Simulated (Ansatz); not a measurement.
# C2H4BN: how energies converge with the basis set

An exercise on one series of results from a longer session: the logs are not shown, and one member is left open.

The runs use Ansatz 0.2.0, Gaussian basis; one geometry, several basis sets.

Plan: PBE0-D4/def2-SVP; ωB97M-V/def2-SVP; PBE0-D4/def2-QZVPP; ωB97M-V/def2-QZVPP; the functionals' def2-TZVPP values are taken from earlier runs.

### The geometry

All runs share one geometry, relaxed beforehand with PBE0-D4 in a triple-zeta def2 set.

8 atoms, charge 0, spin multiplicity 1.

Atoms are counted from 1 here; the program's logs count them from 0.

Bond lengths: C1–B2 1.547 Å, C1–H5 1.098 Å, C1–H6 1.089 Å, C1–H7 1.098 Å, B2–C3 1.537 Å, B2–H8 1.193 Å, C3–N4 1.153 Å. Angles: B2–C1–H5 109.5°, B2–C1–H6 114.6°, B2–C1–H7 109.6°, H5–C1–H6 109.2°, H5–C1–H7 104.2°, H6–C1–H7 109.2°, C1–B2–C3 119.6°, C1–B2–H8 124.2°, C3–B2–H8 116.2°, B2–C3–N4 179.9°.

Set-up of the first run:

in.yaml reads:

```yaml
crystal:
  periodic: [false, false, false]
  atoms:
    - {symbol: C, position_ang: [-0.712239, 0.690618, -0.242096]}
    - {symbol: B, position_ang: [-0.017537, -0.506960, 0.447712]}
    - {symbol: C, position_ang: [1.412660, -0.893276, 0.039759]}
    - {symbol: N, position_ang: [2.486105, -1.185124, -0.264617]}
    - {symbol: H, position_ang: [-0.733763, 0.527333, -1.327239]}
    - {symbol: H, position_ang: [-1.722563, 0.892878, 0.109051]}
    - {symbol: H, position_ang: [-0.099678, 1.592669, -0.116848]}
    - {symbol: H, position_ang: [-0.520684, -1.175238, 1.298476]}
basis:
  gaussian: {orbitals: def2-SVP}
hamiltonian: {xc: pbe0, dispersion: d4}
output: {orbitals: {seedname: orbitals}}
```

Among the steps run: PBE0-D4 in def2-SVP; ωB97M-V in def2-SVP; PBE0-D4 in def2-QZVPP; ωB97M-V in def2-QZVPP.

One of the session's tables, all rows but one given; the rest of the session is left out.

It belongs to the step «Density functionals: the series». 

| functional | basis | HOMO (eV) | LUMO (eV) |
| --- | --- | --- | --- |
| PBE0-D4 | def2-SVP | -9.36 | -2.59 |
| PBE0-D4 | def2-TZVPP | -9.44 | -2.70 |
| PBE0-D4 | def2-QZVPP | ? | ? |
| ωB97M-V | def2-SVP | -11.63 | -0.46 |
| ωB97M-V | def2-TZVPP | -11.74 | -0.62 |
| ωB97M-V | def2-QZVPP | -11.76 | -0.66 |

**Question.** Estimate the row for PBE0-D4, def2-QZVPP.

**Answer.** HOMO (eV): -9.46; LUMO (eV): -2.72. In the column «HOMO (eV)» it lies between ωB97M-V, def2-SVP (-11.63) and PBE0-D4, def2-TZVPP (-9.44).
